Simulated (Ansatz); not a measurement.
# Alloy of ZnGa2O4 and ZnAl2O4 (6 of 16 Ga sites exchanged), 56 atoms

How does this alloy cell relax, and what gap do PBEsol, HSE06 and r²SCAN give?

Method: density functional theory in Ansatz 0.2.0, PAW datasets, plane waves.

## Step 1: The starting cell

56 atoms (8 Zn, 10 Ga, 32 O, 6 Al); a = 8.245 Å, b = 8.245 Å, c = 8.245 Å, α = 90.00°, β = 90.00°, γ = 90.00°. All atoms were shaken off their sites by about 0.02 Å along each axis.

Plan of the steps: (2) PBEsol cell relaxation at the single k point (¼, ¼, ¼), on 7 threads of Arm Neoverse-V2; (3) HSE06 single point at the Γ point alone, on 7 threads of Arm Neoverse-V2; (4) r²SCAN single point at the Γ point alone, on 7 threads of Arm Neoverse-V2.

## Step 2: Relaxing cell and atoms with PBEsol

in.yaml reads:

```yaml
crystal:
  lattice:
    - [8.245317, 0.000000, 0.000000]
    - [0.000000, 8.245317, 0.000000]
    - [0.000000, 0.000000, 8.245317]
  atoms:
    - { symbol: Zn, position: [0.872431, 0.372988, 0.371419] }
    - { symbol: Zn, position: [0.378425, 0.871916, 0.372762] }
    - { symbol: Zn, position: [0.372433, 0.377745, 0.875850] }
    - { symbol: Zn, position: [0.125312, 0.122793, 0.117156] }
    - { symbol: Zn, position: [0.877941, 0.876669, 0.876112] }
    - { symbol: Zn, position: [0.623830, 0.624706, 0.123475] }
    - { symbol: Zn, position: [0.626401, 0.125875, 0.629357] }
    - { symbol: Zn, position: [0.124738, 0.625102, 0.627604] }
    - { symbol: Ga, position: [0.505081, 0.001376, 0.000320] }
    - { symbol: Ga, position: [0.749234, 0.248434, 0.998317] }
    - { symbol: Ga, position: [0.749725, 0.998948, 0.248838] }
    - { symbol: Ga, position: [0.003211, 0.500567, 0.998623] }
    - { symbol: Ga, position: [0.002866, 0.998624, 0.502447] }
    - { symbol: Ga, position: [0.500924, 0.498641, 0.502381] }
    - { symbol: Ga, position: [0.253916, 0.254451, 0.496854] }
    - { symbol: Ga, position: [0.249224, 0.501275, 0.250281] }
    - { symbol: Ga, position: [0.496669, 0.245435, 0.252891] }
    - { symbol: Ga, position: [0.748558, 0.749337, 0.495715] }
    - { symbol: O, position: [0.513821, 0.012611, 0.242941] }
    - { symbol: O, position: [0.739355, 0.239316, 0.239467] }
    - { symbol: O, position: [0.513636, 0.235978, 0.011850] }
    - { symbol: O, position: [0.734791, 0.010672, 0.004356] }
    - { symbol: O, position: [0.014697, 0.511526, 0.235879] }
    - { symbol: O, position: [0.237498, 0.733348, 0.240082] }
    - { symbol: O, position: [0.010976, 0.740025, 0.010243] }
    - { symbol: O, position: [0.232789, 0.514246, 0.013630] }
    - { symbol: O, position: [0.008991, 0.009914, 0.737710] }
    - { symbol: O, position: [0.241113, 0.243492, 0.735070] }
    - { symbol: O, position: [0.011605, 0.238430, 0.515292] }
    - { symbol: O, position: [0.234760, 0.010715, 0.507779] }
    - { symbol: O, position: [0.263088, 0.260429, 0.264700] }
    - { symbol: O, position: [0.489832, 0.486953, 0.262287] }
    - { symbol: O, position: [0.487168, 0.262205, 0.490954] }
    - { symbol: O, position: [0.261327, 0.489844, 0.486340] }
    - { symbol: O, position: [0.514199, 0.514699, 0.735979] }
    - { symbol: O, position: [0.743118, 0.738957, 0.734532] }
    - { symbol: O, position: [0.510542, 0.737823, 0.514697] }
    - { symbol: O, position: [0.735310, 0.513555, 0.510296] }
    - { symbol: O, position: [0.763075, 0.763217, 0.259124] }
    - { symbol: O, position: [0.987010, 0.985918, 0.258654] }
    - { symbol: O, position: [0.991729, 0.763964, 0.481928] }
    - { symbol: O, position: [0.762869, 0.982273, 0.489108] }
    - { symbol: O, position: [0.761875, 0.266136, 0.760191] }
    - { symbol: O, position: [0.987083, 0.485419, 0.761952] }
    - { symbol: O, position: [0.985017, 0.261647, 0.989803] }
    - { symbol: O, position: [0.765680, 0.489631, 0.985413] }
    - { symbol: O, position: [0.260481, 0.764280, 0.761269] }
    - { symbol: O, position: [0.489744, 0.990825, 0.762214] }
    - { symbol: O, position: [0.484808, 0.762408, 0.985884] }
    - { symbol: O, position: [0.262844, 0.987204, 0.988573] }
    - { symbol: Al, position: [0.248980, 0.751775, 0.998438] }
    - { symbol: Al, position: [0.250546, 0.000035, 0.751582] }
    - { symbol: Al, position: [0.748540, 0.501057, 0.750770] }
    - { symbol: Al, position: [0.001270, 0.751071, 0.252382] }
    - { symbol: Al, position: [0.001104, 0.251933, 0.754449] }
    - { symbol: Al, position: [0.503785, 0.752213, 0.747551] }
  symmetry: { detect: false }
kpoints:
  mp_grid: { grid: [1, 1, 1], shift: [0.25, 0.25, 0.25] }
hamiltonian:
  xc: pbesol
scf:
  occupations: { method: fermi_dirac, width: 0.01 }
relax:
  f_tol: 0.03
  max_steps: 80
  escape_saddle: false
  adjacent_minimum: "off"
  cell: { fix: [shape] }
output:
  forces: true
  eigenvalues: true
  populations: true
```

Launch:

```sh
$ ansatz run in.yaml --threads 7 --pin off --max-ram 13300MiB --runs-dir r --events-out ev --progress --plain
```

The runs that follow: Single point with HSE06; r²SCAN single point.

Q: Predict the outcome of this session. Wanted: for each run, top filled to lowest empty.

The runs gave:

```
             level                  time   k points  top filled to lowest empty (eV)
PBEsol, relaxation  28 s (7 CPU threads)  (¼, ¼, ¼)                             4.14
             HSE06  86 s (7 CPU threads)          Γ                             5.01
            r²SCAN  12 s (7 CPU threads)          Γ                             3.78
```

| quantity | value |
| --- | --- |
| relaxation | 5 recorded steps, 1.29 eV gained |
| largest shift | 0.13 Å (O28) |
| relaxed cell | a = 8.248 Å, b = 8.248 Å, c = 8.248 Å, α = 90.00°, β = 90.00°, γ = 90.00° |
| mean bonds | Al–O 1.928, Ga–O 1.989, O–Zn 1.962 Å |

The relaxation lowers the energy by 1.29 eV; the largest shift is 0.13 Å (O28), while the volume changes by +0.1 %. The mean lengths of the listed bonds run from Al–O 1.93 Å to Ga–O 1.99 Å. At the same k points, r²SCAN gives a spacing 1.23 eV smaller than the 5.01 eV of HSE06. Rows on different k points differ by sampling as well as by level. The HSE06 single point took about 7.3 times as long as the r²SCAN one on the same kind of device. With one k point the spacing samples only the states that fold onto it, so it can exceed the gap over the zone.
